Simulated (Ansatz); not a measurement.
# Cd2Se3: what a guessed cell relaxes into

The task: take a trial cell of Cd2Se3 to zero force and stress.

Computed with Ansatz 0.2.0 (DFT PBE, scalar-relativistic, plane waves, PAW, unless a step's input says otherwise).

### Step 1. The structure to begin with

Symmetry: Pm-3m, No. 221, cubic system. Conventional cell: a = 5.117 Å, b = 5.117 Å, c = 5.117 Å, α = 90.00°, β = 90.00°, γ = 90.00°. Cd (site symmetry m-3m) has 12 Se at 3.62 Å as nearest neighbours. Cd (site symmetry m-3m) has 6 Se at 2.56 Å as nearest neighbours. Se (site symmetry 4/mmm) is surrounded by 6 Cd at 2.56 to 3.62 Å.

Structure file:

```
CELL_PARAMETERS angstrom
5.11682 0.00000 0.00000
0.00000 5.11682 0.00000
0.00000 0.00000 5.11682
ATOMIC_POSITIONS crystal
Cd 0.00000 0.00000 0.00000
Cd 0.50000 0.50000 0.50000
Se 0.00000 0.50000 0.50000
Se 0.50000 0.00000 0.50000
Se 0.50000 0.50000 0.00000
```

A structure generator made this guess: random cell by space group and Wyckoff sites (Pm-3m, No. 221). Lengths come from tabulated atomic sizes and are only a guess.

### Step 2. The guess as it stands, on a coarse mesh

input.yaml

```yaml
crystal:
  lattice:
    - [5.11682323, 0.0, 0.0]
    - [0.0, 5.11682323, 0.0]
    - [0.0, 0.0, 5.11682323]
  atoms:
    - { symbol: Cd, position: [0.0, 0.0, 0.0] }
    - { symbol: Cd, position: [0.5, 0.5, 0.5] }
    - { symbol: Se, position: [0.0, 0.5, 0.5] }
    - { symbol: Se, position: [0.5, 0.0, 0.5] }
    - { symbol: Se, position: [0.5, 0.5, 0.0] }
basis:
  ecutwfc: 420
kpoints:
  mp_grid: { grid: [4, 4, 4] }
hamiltonian:
  xc: pbe
scf:
  occupations: { method: gaussian, width: 0.1 }
  lower_state_search: "off"
output:
  forces: true
  stress: true
  eigenvalues: true
```

Launch:

```
> ansatz run input.yaml --threads 1 --pin off --max-ram 2560MiB --backend cpu --events-out ev --progress --plain --runs-dir out
```

Output (excerpt; [...] marks lines left out):

```text
[...]
SCF converged after 8 iterations
Free energy (F): -32913.734944 eV
[...]
E sigma→0 (E₀):  -32913.713383 eV
Entropy (-TS):   -0.043123 eV (-8.625 meV/atom)
Fermi energy:    7.998893 eV
[...]
--- Forces (eV/Å), atoms counted from 1 ---
  atom   1  Cd     0.00000000     0.00000000     0.00000000
  atom   2  Cd     0.00000000    -0.00000000    -0.00000000
  atom   3  Se     0.00000000     0.00000000     0.00000000
  atom   4  Se    -0.00000000    -0.00000000    -0.00000000
  atom   5  Se     0.00000000    -0.00000000    -0.00000000
[...]
--- Stress (GPa, compression-positive) ---
        3.541952      -0.000000       0.000000
        0.000000       3.541952      -0.000000
        0.000000       0.000000       3.541952
  P = ⅓ Tr σ = 3.5420 GPa (35.420 kbar)
--- Band table (eV; the first three rows and the last of 10) ---
[...]
```

Wall time 4.3 s (1 thread of Intel Xeon Platinum 8488C (Sapphire Rapids), shared host); peak memory 0.45 GiB.

The probe gives pressure 3.5 GPa, largest force 0.00 eV/Å, gap on this mesh none (metal). A guess like this is first relaxed loosely on the coarse mesh.

### Step 3. A loose first relaxation

Changes to input.yaml since step 2:

```diff
@@ -24 +24,6 @@
   eigenvalues: true
+relax:
+  adjacent_minimum: "off"
+  f_tol: 0.04
+  max_steps: 70
+  cell: { stress_tol: 0.4 }
```

Launch:

```
> ansatz run input.yaml --threads 1 --pin off --max-ram 2560MiB --backend cpu --events-out ev --progress --plain --runs-dir out
```

Output (excerpt; [...] marks lines left out):

```text
Warning: RAYON_NUM_THREADS=1 ignored (pool sized by the plan → 1); use --threads N
[...]
Pseudopotentials: kind: paw
Pseudopotential: Cd, paw, valence charge 20, recommended cutoff 420 eV (normal), Cd.paw.azcp
Pseudopotential: Se, paw, valence charge 16, recommended cutoff 420 eV (normal), Se.paw.azcp
Functional definition: PBE
[...]
Crystal: 5 atoms, lattice volume = 133.968 Å³
Basis set: ecut = 420 eV, 2601 PW (Γ), exchange–correlation on 72×72×72 points (8 copies of the dense FFT grid, shifted against one another)
Bands: 53, of which v1, the nominal top of the filled ones, is band 44 counted from 1 (43 counted from 0)
Symmetry: 48 space group operations
Space group: Pm-3m (ITA 221), of the structure as read, at distance tolerance 5.1e-5 Å
k-points: 10 of 64
[...]
SCF iter   1: F=—  HF=-32913.754042 eV  |F-HF|=—  |Δ(HF+E_count)|=         —  Δρ=4.50e-3  dr2=7.17e-2  ethr=1.77e-3  ⟨swp⟩=6.3  Hψ=1877  notcnv=0  defer=11
[...]
--- Stress (GPa, compression-positive) ---
        0.219750       0.000000      -0.000000
        0.000000       0.219750      -0.000000
       -0.000000      -0.000000       0.219750
  P = ⅓ Tr σ = 0.2198 GPa (2.198 kbar)
--- Band table (eV; the first three rows and the last of 10) ---
[...]
--- Relaxed structure (2 steps of the walk, 2 accepted, 1 SCFs on fresh bases) ---
  F+E_penalty+E_count = -32913.84719421 eV   max|allowed force component| = 3.923e-29 eV/Å   (the final SCF, on the basis selected at the relaxed cell)
  cell:  # Å, volume = 144.1555 Å³
    - [5.24336898576172, 1.0271626370065257e-33, 7.703719777548943e-34]
    - [1.0271626370065257e-33, 5.24336898576172, 2.5679065925163143e-34]
    - [7.703719777548943e-34, 2.5679065925163143e-34, 5.24336898576172]
  atoms:
    - { symbol: Cd, position: [-4.5637497185329255e-35, 6.469232848435849e-37, 2.509278195756935e-36] }
    - { symbol: Cd, position: [0.5, 0.5, 0.5] }
    - { symbol: Se, position: [7.684664474505604e-36, 0.5, 0.5] }
    - { symbol: Se, position: [0.5, 1.7251287595828954e-36, 0.5] }
    - { symbol: Se, position: [0.5, 0.5, -2.352448308522237e-37] }
```

Run time: 12 s. Hardware: 1 thread of Intel Xeon Platinum 8488C (Sapphire Rapids), shared host; peak memory 0.48 GiB.

Relaxation path:

```
step  energy from step 1 (eV/cell)  largest force component (eV/Å)  pressure (GPa)  volume (Å³)
   1                        0.0000                          0.0000            3.54       133.97
   2                       -0.1107                          0.0000            0.23       144.16
   3                       -0.1122                          0.0000            0.22       144.16
```

Step 1 is the start. Step 3 repeats the geometry before it on a plane-wave basis chosen anew for that cell, so its energy need not be comparable with the rows above.

|  | before | after | change |
| --- | --- | --- | --- |
| a (Å) | 5.117 | 5.243 | +2.5 % |
| b (Å) | 5.117 | 5.243 | +2.5 % |
| c (Å) | 5.117 | 5.243 | +2.5 % |
| volume (Å³/atom) | 26.79 | 28.83 | +7.6 % |
| shortest distance (Å) | 2.558 | 2.622 | +2.5 % |
| space group (0.01 Å) | Pm-3m | Pm-3m | same |

Forces and stress were held to the start's 48 operations: a distortion of lower symmetry was not tested.

### Step 4. Final relaxation

The end of the coarse run is made exact in the group found at a tolerance of 0.06 Å and reduced to its primitive cell.

input.yaml

```yaml
crystal:
  lattice:
    - [5.2433689858, 0.0, 0.0]
    - [0.0, 5.2433689858, 0.0]
    - [0.0, 0.0, 5.2433689858]
  atoms:
    - { symbol: Cd, position: [0.0, 0.0, 0.0] }
    - { symbol: Cd, position: [0.5, 0.5, 0.5] }
    - { symbol: Se, position: [0.0, 0.5, 0.5] }
    - { symbol: Se, position: [0.5, 0.0, 0.5] }
    - { symbol: Se, position: [0.5, 0.5, 0.0] }
basis:
  ecutwfc: 420
kpoints:
  mp_grid: { grid: [8, 8, 8] }
hamiltonian:
  xc: pbe
scf:
  occupations: { method: gaussian, width: 0.1 }
output:
  forces: true
  stress: true
  eigenvalues: true
  write_density: true
  write_potential: true
  elf: true
  volumetric_format: npy
relax:
  adjacent_minimum: "off"
  f_tol: 0.01
  max_steps: 80
  cell: { stress_tol: 0.05 }
```

Launch:

```
> ansatz run input.yaml --threads 1 --pin off --max-ram 2560MiB --backend cpu --events-out ev --progress --plain --runs-dir out
```

Output (excerpt; [...] marks lines left out):

```text
Warning: RAYON_NUM_THREADS=1 ignored (pool sized by the plan → 1); use --threads N
[...]
Pseudopotentials: kind: paw
Pseudopotential: Cd, paw, valence charge 20, recommended cutoff 420 eV (normal), Cd.paw.azcp
Pseudopotential: Se, paw, valence charge 16, recommended cutoff 420 eV (normal), Se.paw.azcp
Functional definition: PBE
[...]
Crystal: 5 atoms, lattice volume = 144.156 Å³
Basis set: ecut = 420 eV, 2801 PW (Γ), exchange–correlation on 72×72×72 points (8 copies of the dense FFT grid, shifted against one another)
Bands: 53, of which v1, the nominal top of the filled ones, is band 44 counted from 1 (43 counted from 0)
Symmetry: 48 space group operations
Space group: Pm-3m (ITA 221), of the structure as read, at distance tolerance 5.2e-5 Å
k-points: 35 of 512
[...]
SCF iter   1: F=—  HF=-32913.952896 eV  |F-HF|=—  |Δ(HF+E_count)|=         —  Δρ=2.66e-3  dr2=3.39e-2  ethr=1.77e-3  ⟨swp⟩=6.0  Hψ=6459  notcnv=0  defer=44
[...]
  atom   5  Se    -0.00000000     0.00000000     0.00000000
[...]
--- Stress (GPa, compression-positive) ---
       -0.021796      -0.000000      -0.000000
       -0.000000      -0.021796      -0.000000
       -0.000000      -0.000000      -0.021796
  P = ⅓ Tr σ = -0.0218 GPa (-0.218 kbar)
--- Band table (eV; the first three rows and the last of 35) ---
[...]
--- Relaxed structure (2 steps of the walk, 2 accepted, 1 SCFs on fresh bases) ---
  F+E_penalty+E_count = -32913.94855258 eV   max|allowed force component| = 1.345e-29 eV/Å   (the final SCF, on the basis selected at the relaxed cell)
  cell:  # Å, volume = 143.4985 Å³
    - [5.235390457209957, 0.0, 1.2839532962581572e-34]
    - [0.0, 5.235390457209957, 0.0]
    - [1.2839532962581572e-34, 0.0, 5.235390457209957]
  atoms:
    - { symbol: Cd, position: [-4.077211423581112e-37, -1.7934947611060613e-39, -3.586989522212122e-38] }
    - { symbol: Cd, position: [0.5, 0.5, 0.5] }
    - { symbol: Se, position: [4.663086378875646e-38, 0.5, 0.5] }
    - { symbol: Se, position: [0.5, 1.1956631740707071e-39, 0.5] }
    - { symbol: Se, position: [0.5, 0.5, -1.1956631740710965e-38] }
```

Wall time 42 s (1 thread of Intel Xeon Platinum 8488C (Sapphire Rapids), shared host); peak memory 0.58 GiB.

Relaxation path:

| step | energy from step 1 (eV/cell) | largest force component (eV/Å) | pressure (GPa) | volume (Å³) |
| --- | --- | --- | --- | --- |
| 1 | 0.0000 | 0.0000 | -0.19 | 144.16 |
| 2 | -0.0006 | 0.0000 | -0.02 | 143.50 |
| 3 | -0.0004 | 0.0000 | -0.02 | 143.50 |

Step 1 is the start. Step 3 repeats the geometry before it on a plane-wave basis chosen anew for that cell, so its energy need not be comparable with the rows above.

|  | before | after | change |
| --- | --- | --- | --- |
| a (Å) | 5.243 | 5.235 | -0.2 % |
| b (Å) | 5.243 | 5.235 | -0.2 % |
| c (Å) | 5.243 | 5.235 | -0.2 % |
| volume (Å³/atom) | 28.83 | 28.70 | -0.5 % |
| shortest distance (Å) | 2.622 | 2.618 | -0.2 % |
| space group (0.01 Å) | Pm-3m | Pm-3m | same |

The run keeps the 48 symmetry operations of the start, so it could not have lowered the symmetry.

Density in a lattice plane of the grid's cell (edges 5.24 and 5.24 Å, at 0.500 of the third edge), which holds Cd and Se.

Ten even steps from '0' (0.00 e/Å³) to '9' (38.06 e/Å³):
```
000000000013531000000000
000000000001110000000000
000000000000000000000000
000000000000000000000000
000000000000000000000000
000000000000000000000000
000000000000000000000000
110000000001210000000001
531000000023432000000013
962000000125652100000026
531000000023432000000013
110000000001210000000001
000000000000000000000000
000000000000000000000000
000000000000000000000000
000000000000000000000000
000000000000000000000000
000000000001110000000000
000000000013531000000000
000000000026962000000000
```
Columns run along the first of these edges and rows up along the second, over one cell in 24 and 20 even steps from the bottom left corner. Atoms in the plane (fractional): Cd at (0.50, 0.50), Se at (0.00, 0.50), Se at (0.50, 1.00).

ELF in the same plane.

Values, 12 rows by 12 columns:
```
0.04 0.04 0.16 0.60 0.78 0.70 0.50 0.70 0.78 0.60 0.16 0.04
0.26 0.16 0.09 0.26 0.61 0.73 0.75 0.73 0.61 0.26 0.09 0.16
0.70 0.60 0.26 0.12 0.23 0.32 0.34 0.32 0.23 0.12 0.26 0.60
0.81 0.78 0.61 0.23 0.14 0.23 0.29 0.23 0.14 0.23 0.61 0.78
0.53 0.70 0.73 0.32 0.23 0.49 0.62 0.49 0.23 0.32 0.73 0.70
0.15 0.50 0.75 0.34 0.29 0.62 0.88 0.62 0.29 0.34 0.75 0.50
0.53 0.70 0.73 0.32 0.23 0.49 0.62 0.49 0.23 0.32 0.73 0.70
0.81 0.78 0.61 0.23 0.14 0.23 0.29 0.23 0.14 0.23 0.61 0.78
0.70 0.60 0.26 0.12 0.23 0.32 0.34 0.32 0.23 0.12 0.26 0.60
0.26 0.16 0.09 0.26 0.61 0.73 0.75 0.73 0.61 0.26 0.09 0.16
0.04 0.04 0.16 0.60 0.78 0.70 0.50 0.70 0.78 0.60 0.16 0.04
0.02 0.04 0.26 0.70 0.81 0.53 0.15 0.53 0.81 0.70 0.26 0.04
```
Columns run along the first of these edges and rows up along the second, over one cell in 12 and 12 even steps from the bottom left corner. Atoms in the plane (fractional): Cd at (0.50, 0.50), Se at (0.00, 0.50), Se at (0.50, 1.00).

Both are smooth fields of the valence electrons: close to the nuclei they are not physical.

The highest ELF values outside the cores: 0.82 in the shell around Se, 0.8 Å from Se.

### Step 5. Changing settings: xc r2scan, dr2_threshold 1.0e-09, ecutwfc left out

input.yaml

```yaml
crystal:
  lattice:
    - [5.2353904572, 0.0, 0.0]
    - [0.0, 5.2353904572, 0.0]
    - [0.0, 0.0, 5.2353904572]
  atoms:
    - { symbol: Cd, position: [0.0, 0.0, 0.0] }
    - { symbol: Cd, position: [0.5, 0.5, 0.5] }
    - { symbol: Se, position: [0.0, 0.5, 0.5] }
    - { symbol: Se, position: [0.5, 0.0, 0.5] }
    - { symbol: Se, position: [0.5, 0.5, 0.0] }
kpoints:
  mp_grid: { grid: [8, 8, 8] }
hamiltonian:
  xc: r2scan
scf:
  occupations: { method: gaussian, width: 0.1 }
  convergence: { dr2_threshold: 1.0e-09 }
output:
  forces: true
  eigenvalues: true
  stress: true
```

Launch:

```
> ansatz run input.yaml --threads 1 --pin off --max-ram 2560MiB --backend cpu --events-out ev --progress --plain --runs-dir out
```

Output (excerpt; [...] marks lines left out):

```text
Warning: output.stress: scf.convergence.dr2_threshold = 1e-9 eV is looser than the 5e-10 eV advised for a printed stress (1e-10 eV for each atom of the cell: 5). What an SCF threshold leaves in a stress goes as its square root, and in the free energy as the threshold itself, and one [...]
Warning: RAYON_NUM_THREADS=1 ignored (pool sized by the plan → 1); use --threads N
[...]
Pseudopotentials: kind: paw
Pseudopotential: Cd, paw, valence charge 20, recommended cutoff 500 eV (meta_gga), Cd.paw.azcp
Pseudopotential: Se, paw, valence charge 16, recommended cutoff 500 eV (meta_gga), Se.paw.azcp
Functional definition: r2SCAN
[...]
Crystal: 5 atoms, lattice volume = 143.498 Å³
Basis set: ecut = 500 eV, 3743 PW (Γ), exchange–correlation on 160×160×160 points (64 copies of the dense FFT grid, shifted against one another)
Bands: 53, of which v1, the nominal top of the filled ones, is band 44 counted from 1 (43 counted from 0)
Symmetry: 48 space group operations
Space group: Pm-3m (ITA 221), of the structure as read, at distance tolerance 5.2e-5 Å
k-points: 35 of 512
[...]
SCF iter   1: F=—  HF=-32968.757915 eV  |F-HF|=—  |Δ(HF+E_count)|=         —  Δρ=1.01e-2  dr2=3.81e-1  dr2_τ=3.50e-2  ethr=1.77e-3  ⟨swp⟩=6.1  Hψ=6510  notcnv=0  defer=40
[...]
SCF iter   9: F=-32968.702281 eV  HF=-32968.702281 eV  |F-HF|=2.33e-10  |Δ(HF+E_count)|=   3.00e-9  Δρ=4.63e-7  dr2=2.03e-10  dr2_τ=1.31e-11  ethr=1.14e-12  ⟨swp⟩=10.3  Hψ=7924  notcnv=0
[...]
SCF converged after 9 iterations
Free energy (F): -32968.702281 eV
[...]
E sigma→0 (E₀):  -32968.687024 eV
Entropy (-TS):   -0.030514 eV (-6.103 meV/atom)
Fermi energy:    6.859065 eV
[...]
--- Forces (eV/Å), atoms counted from 1 ---
  atom   1  Cd    -0.00000000    -0.00000000    -0.00000000
  atom   2  Cd     0.00000000     0.00000000     0.00000000
  atom   3  Se     0.00000000     0.00000000    -0.00000000
  atom   4  Se    -0.00000000    -0.00000000     0.00000000
  atom   5  Se     0.00000000    -0.00000000     0.00000000
[...]
--- Stress (GPa, compression-positive) ---
       -1.277970       0.000000       0.000000
        0.000000      -1.277970       0.000000
        0.000000       0.000000      -1.277970
  P = ⅓ Tr σ = -1.2780 GPa (-12.780 kbar)
--- Band table (eV; the first three rows and the last of 35) ---
[...]
```

Run time: 23 s. Hardware: 1 thread of Intel Xeon Platinum 8488C (Sapphire Rapids), shared host; peak memory 0.82 GiB.

```tsv
run	ending	energy change	pressure (GPa)	gap (eV)	force (eV/Å)	cycles	time
step 4	converged	-	0.0	0.00	0.00	-	42 s
variant	converged	not comparable	-1.3	0.00	0.00	9	23 s
```

Total energies don't compare across a change of functional; the pressure goes from 0.0 to -1.3 GPa. The cutoff changed too.

### Step 6. Summary of results

| quantity | value |
| --- | --- |
| symmetry at the end (tolerance 0.05 Å) | space group Pm-3m (No. 221) |
| conventional cell | a = 5.235 Å, b = 5.235 Å, c = 5.235 Å, α = 90.00°, β = 90.00°, γ = 90.00° |
| volume | 28.70 Å³/atom |
| energy over the elements | +0.44 eV/atom |
| gap on the mesh | none (metal) |

**Reading.** The space group Pm-3m (No. 221) is kept, and the volume per atom grows by 7.1 % from the first guess. The formation energy is positive, so the separate elements lie lower. No finished test with a distortion of lower symmetry is shown, so the end may be a saddle point. Spin polarisation is off in the runs that give these values; a magnetic solution could lie lower.
